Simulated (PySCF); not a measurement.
# ErF3(H2O): forces at shaken geometries

How stiff is ErF3(H2O)? Its atoms are displaced at random by several amounts. The structure is generated, not taken from experiment.

Program: PySCF 2.14.0. Level of theory: BP86, Er lcecp-1-SVP with ECP57, F def2-SVP, O def2-SVP, H def2-SVP; scalar-relativistic core potentials, no spin–orbit coupling. These are calculated values, not measurements.

3 further runs of the same task are left out: 2 for a known fault of the program, 1 that didn't finish.

### Step 1. Starting geometry

7 atoms, charge 0, spin multiplicity 1.

Bond lengths: Er1–F2 2.014 Å, Er1–F3 2.011 Å, Er1–F4 2.014 Å, Er1–O5 2.385 Å, O5–H6 0.977 Å, O5–H7 0.977 Å. Angles: F2–Er1–F3 115.1°, F2–Er1–F4 118.2°, F2–Er1–O5 100.8°, F3–Er1–F4 115.1°, F3–Er1–O5 102.9°, F4–Er1–O5 100.8°, Er1–O5–H6 126.5°, Er1–O5–H7 126.5°, H6–O5–H7 106.6°.

Coordinates:

```
Er    0.0801   -0.0706    0.0706
F     1.0877    1.3160    1.1279
F    -1.2821   -1.1166    1.1166
F     1.0877   -1.1279   -1.3160
O    -1.2700    1.3199   -1.3199
H    -1.6472    2.1888   -1.0811
H    -1.6472    1.0811   -2.1888
```

Formal oxidation states: Er +3. Each metal's 11 4f electrons lie in its core potential, so multiplicities, spins and levels count the valence alone. An earlier session relaxed this geometry at BP86, Er lcecp-1-SVP with ECP57, F def2-SVP, O def2-SVP, H def2-SVP (singlet, point group Cs).

Its energy there is -414.257350 Eh.

### Step 2. Atoms moved at random, σ = 0.03 Å

Input file run.py (the lines that set the calculation):

```python
mol = gto.M(atom='''
Er     0.10896    -0.14094     0.06314
F      1.08993     1.34512     1.11260
F     -1.27296    -1.08000     1.09402
F      1.02953    -1.14279    -1.28754
O     -1.23447     1.35127    -1.31252
H     -1.66310     2.21003    -1.07365
H     -1.64883     1.04817    -2.18689''',
    basis={'Er': 'lcecp-1-SVP', 'F': 'def2-SVP', 'O': 'def2-SVP', 'H': 'def2-SVP'},
    ecp={'Er': 'lcecp-1-SVP'},
    charge=0, spin=0)
mf = dft.RKS(mol, xc='B88,P86')
mf.grids.atom_grid = (50, 194)  # f atoms: unpruned, at least (60, 302)
mf = mf.density_fit()  # fitting sets: Er AutoAux, F def2-universal-JKFIT, O def2-universal-JKFIT, H def2-universal-JKFIT
mf.conv_tol = 1e-08; mf.max_cycle = 55
mf.kernel(dm0)  # dm0: the density of the relaxed state
```

The run is started by

```console
OMP_NUM_THREADS=2 python run.py
```

Log:

```text
init E= -414.243302454771
  HOMO = -0.28453158349904  LUMO = -0.0824973230564829  gap/eV = 5.49763
cycle= 1 E= -414.247771797075  delta_E= -0.00447  |g|= 0.0889  |ddm|= 0.267
  HOMO = -0.252907998248737  LUMO = -0.0679417411482959  gap/eV = 5.03319
cycle= 2 E= -414.242023372385  delta_E= 0.00575  |g|= 0.202  |ddm|= 0.22
  HOMO = -0.270743579171044  LUMO = -0.0705638151349248  gap/eV = 5.44717
cycle= 3 E= -414.249546478126  delta_E= -0.00752  |g|= 0.02  |ddm|= 0.135
  HOMO = -0.269379905283251  LUMO = -0.0717108732138669  gap/eV = 5.37885
cycle= 4 E= -414.249594987013  delta_E= -4.85e-05  |g|= 0.0129  |ddm|= 0.0213
  HOMO = -0.270796223755144  LUMO = -0.0716056181753082  gap/eV = 5.42025
cycle= 5 E= -414.249624404153  delta_E= -2.94e-05  |g|= 0.00222  |ddm|= 0.009
  HOMO = -0.270689613672413  LUMO = -0.0716663125423516  gap/eV = 5.41570
cycle= 6 E= -414.249625065308  delta_E= -6.61e-07  |g|= 0.000954  |ddm|= 0.00187
  HOMO = -0.270742062743578  LUMO = -0.0716873627954584  gap/eV = 5.41655
cycle= 7 E= -414.24962522702  delta_E= -1.62e-07  |g|= 0.000142  |ddm|= 0.000675
  HOMO = -0.270751197620269  LUMO = -0.0716864435484013  gap/eV = 5.41683
cycle= 8 E= -414.249625231092  delta_E= -4.07e-09  |g|= 1.61e-05  |ddm|= 0.00013
  HOMO = -0.270748525291974  LUMO = -0.0716871856167671  gap/eV = 5.41673
Extra cycle  E= -414.249625230931  delta_E= 1.61e-10  |g|= 3.46e-05  |ddm|= 3.68e-05
converged SCF energy = -414.249625230931
```

Wall time 4.5 s (2 threads of Arm Neoverse V1, shared host).

It gives: E = -414.249625 Eh (+0.210 eV from the relaxed state), HOMO -7.37 eV, LUMO -1.95 eV, Mulliken charge on Er1 +0.95 e, largest force component 2.744 eV/Å. 

```
atom      Fx      Fy  Fz (eV/Å)
 Er1  -0.221   2.744      1.443
  F2  -0.283  -0.581     -0.379
  F3  -0.756  -0.634      0.542
  F4   1.136  -1.322     -1.669
  O5  -0.703  -0.277     -1.155
  H6   0.248  -0.527     -0.152
  H7   0.578   0.597      1.370
```

### Step 3. Atoms moved at random, σ = 0.15 Å

Input file run.py (the lines that set the calculation):

```python
mol = gto.M(atom='''
Er     0.22852    -0.02630    -0.07943
F      1.20361     1.12221     1.17405
F     -1.32051    -0.92180     1.00963
F      1.12050    -1.23446    -1.13127
O     -1.26955     1.33610    -1.34872
H     -1.93887     2.40253    -1.07428
H     -1.61465     0.91257    -2.14084''',
    basis={'Er': 'lcecp-1-SVP', 'F': 'def2-SVP', 'O': 'def2-SVP', 'H': 'def2-SVP'},
    ecp={'Er': 'lcecp-1-SVP'},
    charge=0, spin=0)
mf = dft.RKS(mol, xc='B88,P86')
mf.grids.atom_grid = (50, 194)  # f atoms: unpruned, at least (60, 302)
mf = mf.density_fit()  # fitting sets: Er AutoAux, F def2-universal-JKFIT, O def2-universal-JKFIT, H def2-universal-JKFIT
mf.conv_tol = 1e-08; mf.max_cycle = 55
mf.kernel(dm0)  # dm0: the density of the relaxed state
```

The run is started by

```console
OMP_NUM_THREADS=2 python run.py
```

Log:

```text
init E= -414.034355632948
  HOMO = -0.321557673869594  LUMO = -0.257521181835553  gap/eV = 1.74252
cycle= 1 E= -414.156309471411  delta_E= -0.122  |g|= 0.386  |ddm|= 0.846
  HOMO = -0.234140656365625  LUMO = -0.0959075184607059  gap/eV = 3.76152
cycle= 2 E= -414.060900180671  delta_E= 0.0954  |g|= 0.794  |ddm|= 0.77
  HOMO = -0.253285535265958  LUMO = -0.137313794070693  gap/eV = 3.15575
cycle= 3 E= -414.185370696901  delta_E= -0.124  |g|= 0.0924  |ddm|= 0.539
  HOMO = -0.256211300364759  LUMO = -0.144694264524418  gap/eV = 3.03453
cycle= 4 E= -414.187165545665  delta_E= -0.00179  |g|= 0.0152  |ddm|= 0.0774
  HOMO = -0.25425911418074  LUMO = -0.1450338043702  gap/eV = 2.97217
cycle= 5 E= -414.187184381014  delta_E= -1.88e-05  |g|= 0.013  |ddm|= 0.0196
  HOMO = -0.255563689910556  LUMO = -0.145049539289982  gap/eV = 3.00724
cycle= 6 E= -414.187214276028  delta_E= -2.99e-05  |g|= 0.00143  |ddm|= 0.00946
  HOMO = -0.25542099437288  LUMO = -0.145162225367002  gap/eV = 3.00029
cycle= 7 E= -414.187214627836  delta_E= -3.52e-07  |g|= 0.000629  |ddm|= 0.0015
  HOMO = -0.255492475768066  LUMO = -0.145171554394771  gap/eV = 3.00199
cycle= 8 E= -414.187214685007  delta_E= -5.72e-08  |g|= 0.000283  |ddm|= 0.000565
  HOMO = -0.255471227385553  LUMO = -0.145180659163053  gap/eV = 3.00116
cycle= 9 E= -414.187214699761  delta_E= -1.48e-08  |g|= 3.98e-05  |ddm|= 0.000218
  HOMO = -0.255472549099383  LUMO = -0.145181440694632  gap/eV = 3.00117
cycle= 10 E= -414.187214700009  delta_E= -2.48e-10  |g|= 2.14e-05  |ddm|= 3.64e-05
  HOMO = -0.255473322227077  LUMO = -0.145181980418336  gap/eV = 3.00118
Extra cycle  E= -414.187214699684  delta_E= 3.25e-10  |g|= 4.84e-05  |ddm|= 4.49e-05
converged SCF energy = -414.187214699684
```

Run time: 5 s. Hardware: 2 threads of Arm Neoverse V1, shared host.

Result: E = -414.187215 Eh (+1.908 eV from the relaxed state), HOMO -6.95 eV, LUMO -3.95 eV, Mulliken charge on Er1 +0.90 e, largest force component 4.963 eV/Å. 

```
atom      Fx      Fy  Fz (eV/Å)
 Er1  -4.539   2.352      3.397
  F2   0.863   0.749      0.654
  F3   0.879   0.405     -0.693
  F4   2.720  -3.434     -3.120
  O5  -1.900   4.767      2.004
  H6   2.844  -4.963     -1.450
  H7  -0.869   0.124     -0.793
```

### Step 4. Atoms moved at random, σ = 0.06 Å

Input file run.py (the lines that set the calculation):

```python
mol = gto.M(atom='''
Er     0.17908    -0.06502     0.02043
F      1.07153     1.26660     1.17171
F     -1.37626    -1.07870     1.10461
F      0.95709    -1.16210    -1.36793
O     -1.15538     1.31094    -1.27651
H     -1.64620     2.15444    -1.04926
H     -1.62080     1.16469    -2.19391''',
    basis={'Er': 'lcecp-1-SVP', 'F': 'def2-SVP', 'O': 'def2-SVP', 'H': 'def2-SVP'},
    ecp={'Er': 'lcecp-1-SVP'},
    charge=0, spin=0)
mf = dft.RKS(mol, xc='B88,P86')
mf.grids.atom_grid = (50, 194)  # f atoms: unpruned, at least (60, 302)
mf = mf.density_fit()  # fitting sets: Er AutoAux, F def2-universal-JKFIT, O def2-universal-JKFIT, H def2-universal-JKFIT
mf.conv_tol = 1e-08; mf.max_cycle = 55
mf.kernel(dm0)  # dm0: the density of the relaxed state
```

The run is started by

```console
OMP_NUM_THREADS=2 python run.py
```

Log:

```text
init E= -414.191966945494
  HOMO = -0.292362865042154  LUMO = -0.103539136562119  gap/eV = 5.13816
cycle= 1 E= -414.237473673428  delta_E= -0.0455  |g|= 0.118  |ddm|= 0.43
  HOMO = -0.220939633471545  LUMO = -0.0750481777874548  gap/eV = 3.96991
cycle= 2 E= -414.225665771754  delta_E= 0.0118  |g|= 0.283  |ddm|= 0.298
  HOMO = -0.254370110505115  LUMO = -0.0782979521910718  gap/eV = 4.79117
cycle= 3 E= -414.240409856958  delta_E= -0.0147  |g|= 0.0339  |ddm|= 0.202
  HOMO = -0.252130522359477  LUMO = -0.0803607380728977  gap/eV = 4.67409
cycle= 4 E= -414.240556217624  delta_E= -0.000146  |g|= 0.0199  |ddm|= 0.0348
  HOMO = -0.254006237147201  LUMO = -0.0801287065406093  gap/eV = 4.73145
cycle= 5 E= -414.240627056198  delta_E= -7.08e-05  |g|= 0.00305  |ddm|= 0.0134
  HOMO = -0.2540864400629  LUMO = -0.0802444169909506  gap/eV = 4.73048
cycle= 6 E= -414.240628385507  delta_E= -1.33e-06  |g|= 0.00156  |ddm|= 0.0026
  HOMO = -0.254146020900797  LUMO = -0.080263808301499  gap/eV = 4.73158
cycle= 7 E= -414.240628810521  delta_E= -4.25e-07  |g|= 0.000249  |ddm|= 0.00112
  HOMO = -0.254180272494758  LUMO = -0.0802630955210262  gap/eV = 4.73253
cycle= 8 E= -414.240628823362  delta_E= -1.28e-08  |g|= 2.8e-05  |ddm|= 0.000222
  HOMO = -0.254182446107466  LUMO = -0.0802647540472634  gap/eV = 4.73254
cycle= 9 E= -414.24062882348  delta_E= -1.18e-10  |g|= 1.11e-05  |ddm|= 2.34e-05
  HOMO = -0.254183771093922  LUMO = -0.080264882042993  gap/eV = 4.73257
Extra cycle  E= -414.24062882338  delta_E= 9.96e-11  |g|= 2.64e-05  |ddm|= 2.54e-05
converged SCF energy = -414.24062882338
```

It took 4.8 s on 2 threads of Arm Neoverse V1, shared host.

Result: E = -414.240629 Eh (+0.455 eV from the relaxed state), HOMO -6.92 eV, LUMO -2.18 eV, Mulliken charge on Er1 +0.96 e, largest force component 2.913 eV/Å. 

```
atom      Fx      Fy  Fz (eV/Å)
 Er1  -2.913  -0.793      2.214
  F2   0.676   0.644      0.391
  F3   1.389   0.886     -0.987
  F4   1.015  -0.981     -1.407
  O5  -2.299   1.281     -2.548
  H6   0.776  -0.723      0.458
  H7   1.357  -0.314      1.878
```

### Step 5. The displacements side by side

| σ (Å) | energy rise (eV) | harmonic estimate −½ F·u (eV) | largest force component (eV/Å) |
| --- | --- | --- | --- |
| 0.03 | 0.210 | 0.217 | 2.74 |
| 0.15 | 1.908 | 1.532 | 4.96 |
| 0.06 | 0.455 | 0.443 | 2.91 |

Every displacement raises the energy. For a harmonic well the rise equals −½ F·u; the two differ by at most 20 % here (a move with σ = 0.15 Å), from anharmonicity, the grid and the small forces left at the relaxed point. The bases are small and lack diffuse functions. Spin–orbit coupling is left out.
